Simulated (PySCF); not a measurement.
# C3H7NSi: the cost of one run

The runs use PySCF 2.14.0, with density-fitted response routines of our own; the level of theory stands in each step. All values are computed, except where a source is named. Atoms are numbered from 0 throughout.

## 1. Starting geometry

12 atoms, charge 0, multiplicity 1; geometry from: GFN2-xTB. The atoms were then displaced at random by about 0.01 Å, so the start is not that level's minimum.

Bonds of the start (Å): N0–C1 1.29, C1–C2 1.47, C2–C3 1.51, C3–Si4 1.90, Si4–C2 1.90, N0–H5 1.02, C1–H6 1.09, C2–H7 1.10, C3–H8 1.10, C3–H9 1.07, Si4–H10 1.44, Si4–H11 1.45.

## 2. Optimising the geometry at PBE0-D3(BJ)/def2-SVP

What the job is given:

```
{"job": {"xc": "PBE0", "basis": "def2-SVP", "d3": "d3bj", "grid": 1, "shake": 0.01, "kind": "geom"}, "charge": 0, "multiplicity": 1}
N      2.266150    -1.211420     0.150120
C      1.206730    -0.548380     0.483250
C      0.239630     0.150640    -0.370520
C     -0.612980     1.230920     0.252540
Si    -1.600720    -0.317790    -0.233370
H      2.423100    -1.178790    -0.860880
H      1.003240    -0.536010     1.551660
H      0.646430     0.368500    -1.365700
H     -0.456310     1.440590     1.320310
H     -0.740770     2.139070    -0.305860
H     -2.368060    -0.312590    -1.449300
H     -1.966750    -1.253020     0.818720
```

The run is started by

```
OMP_NUM_THREADS=1 python probes_run.py task.json out
```

This one command runs all jobs of the session in turn.

**Question.** How long does this first job take on 1 thread of Arm Neoverse V1, shared host, and how much memory does it need?

About 31 s, with a peak of 0.44 GiB.
